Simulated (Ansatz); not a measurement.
Born–Oppenheimer molecular dynamics of a periodic cell of 16 atoms, WC (start crystal WC, start structure P-6m2, volume 1.1 times the crystal's). It starts from a structure without forces on its atoms.

Level of theory: DFT PBE, scalar-relativistic, plane waves, PAW (Ansatz). Settings: accuracy low, PAW set soft_1, cutoff 420 eV, k mesh 3x3x3, fermi-dirac smearing 0.17 eV, no spin polarisation.

```
ensemble             : NVT, Langevin thermostat
time step            : 1 fs
steps asked          : 390
set temperature      : 300 K
friction             : 0.02 /fs
temperature schedule : 390 steps to 2000 K
seed                 : 116318
```

First frame:

```xyz
16
Lattice="-2.9880 -5.1753 0.0000 4.4820 -2.5877 0.0000 0.0000 0.0000 5.8471" Properties=species:S:1:pos:R:3
W 0.000 -5.175 0.000
C 1.494 -4.313 1.462
W 0.000 -5.175 2.924
C 1.494 -4.313 4.385
W -1.494 -2.588 0.000
C 0.000 -1.725 1.462
W -1.494 -2.588 2.924
C 0.000 -1.725 4.385
W 1.494 -2.588 0.000
C 2.988 -1.725 1.462
W 1.494 -2.588 2.924
C 2.988 -1.725 4.385
W 0.000 0.000 0.000
C -1.494 -4.313 1.462
W 0.000 0.000 2.924
C -1.494 -4.313 4.385
```

(1) What does the run give?

(2) What happens to the structure?

(3) How do temperature and energy run in time?

## Answers

(1) The run went to its last step.

```yaml
steps_done: 390
time_covered: 390 fs
mean_temperature_over_the_second_half: 1376 K
spread_of_the_potential_energy_over_the_second_half: 43.9 meV per atom
mean_potential_energy_of_the_second_half_above_the_start: 160.3 meV per atom
```

The schedule's set-point averaged 1575 K over the second half and the system 1376 K. A run of 0.39 ps of so small a system gives no equilibrium averages. Limits of this set-up: coarse k mesh, low accuracy level.

(2) Mean squared displacements from the first frame to the last, about the centre of mass: W 0.03 Å², C 0.03 Å². The details hang on the random start.

(3) 
```
time (fs)  T (K)  potential energy less start (eV)
      0.0    281                             0.000
     32.0    266                             0.483
     64.0    433                             0.915
     96.0    463                             1.207
    128.0    718                             1.070
    160.0    830                             1.226
    192.0    996                             1.670
    224.0    775                             1.856
    256.0   1077                             2.172
    288.0   1357                             2.420
    320.0   1367                             2.740
    352.0   2224                             2.916
    384.0   1850                             3.235
```

Run time: 32 min on 2 threads of Intel(R) Xeon(R) Platinum 8559C (Emerald Rapids), on a shared host, peak memory 0.82 GiB.
